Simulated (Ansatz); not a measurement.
**Yttrium, dhcp under r²SCAN: from relaxation to bulk modulus**

What does r²SCAN give for yttrium in the dhcp structure? We relax it, solve it on a dense k-mesh, then scale the cell to 7 volumes from 88 to 112 % of the relaxed one and try a fit of the equation of state. The start is ferromagnetic. The k-meshes are 10×10×3 for the relaxation; 13×13×4 for the dense run; 11×11×3 for the volumes.

Computed with Ansatz 0.2.0 (DFT r2SCAN, plane waves (500 eV) with PAW, scalar-relativistic; PBE-made PAW files, unless a step says otherwise).

**1. The system as given**

The structure is hexagonal, space group P6_3/mmc (No. 194). The conventional cell has a = 3.601 Å, b = 3.601 Å, c = 11.760 Å, α = 90.00°, β = 90.00°, γ = 120.00°. Y (site symmetry -3m) has 12 Y at 3.60 Å as nearest neighbours. Y (site symmetry -6m2) is surrounded by 12 Y at 3.60 Å.

Coordinates:

```cif
data_structure
_symmetry_space_group_name_H-M 'P 1'
_symmetry_Int_Tables_number 1
_cell_length_a 3.6008
_cell_length_b 3.6008
_cell_length_c 11.7601
_cell_angle_alpha 90.000
_cell_angle_beta 90.000
_cell_angle_gamma 120.000
_cell_volume 132.05
loop_
_atom_site_label
_atom_site_type_symbol
_atom_site_fract_x
_atom_site_fract_y
_atom_site_fract_z
_atom_site_occupancy
Y1 Y 0.00000 0.00000 0.00000 1
Y2 Y 0.00000 0.00000 0.50000 1
Y3 Y 0.33333 0.66667 0.25000 1
Y4 Y 0.66667 0.33333 0.75000 1
```

Starting moments (μB): +1 ×4.

**2. Geometry optimisation**

Input file input.yaml:

```yaml
crystal:
  lattice:
    - [3.600754646, 0.0, 0.0]
    - [-1.800377323, 3.1183449962, 0.0]
    - [0.0, 0.0, 11.7600646738]
  atoms:
    - { symbol: "Y", position: [0.0, 0.0, 0.0], spin: 1.0 }
    - { symbol: "Y", position: [0.0, 0.0, 0.5], spin: 1.0 }
    - { symbol: "Y", position: [0.3333333333, 0.6666666667, 0.25], spin: 1.0 }
    - { symbol: "Y", position: [0.6666666667, 0.3333333333, 0.75], spin: 1.0 }
hamiltonian:
  xc: r2scan
  pseudopotentials:
    kind: paw
    azcp:
      "Y": "pseudopotentials/Y.paw.azcp"
basis:
  ecutwfc: 500
  fft_grid_basis: typed
kpoints:
  mp_grid: { grid: [10, 10, 3], shift: [0, 0, 0] }
magnetization:
  spin_polarized: true
scf:
  occupations: { method: fermi_dirac, width: 0.05 }
relax:
  max_steps: 60
  f_tol: 0.01
  cell: {}
```

The run is started by

```bash
$ ansatz run input.yaml --threads 2 --pin off --max-ram 6144MiB --backend cpu --events-out ev --progress --plain --runs-dir out
```

The runs that follow: Single point on a dense mesh; Equation of state: 88 %; Equation of state: 92 %; Equation of state: 96 %; Equation of state: 100 %; Equation of state: 104 %; Equation of state: 108 %; Equation of state: 112 %.

Before running it: what results should come out? Wanted: space group; conventional cell; volume; shortest distance; gap on the mesh; magnetic state.

The runs gave:

```
                      quantity                                    value
space group (spins left aside)                       P6_3/mmc (No. 194)
             conventional cell  a = 3.639 Å, c = 11.825 Å (c/a = 3.250)
                        volume                           33.898 Å³/atom
             shortest distance                                  3.627 Å
               gap on the mesh             none (levels filled in part)
                magnetic state    ferromagnetic, up to 0.36 μB per atom
```

What this shows: The relaxation enlarged the cell by 2.7 % in volume. It ends ferromagnetic, with up to 0.36 μB per atom. Levels at the Fermi energy are filled in part, as in a metal. Relaxation kept the symmetry; phonons were not checked.
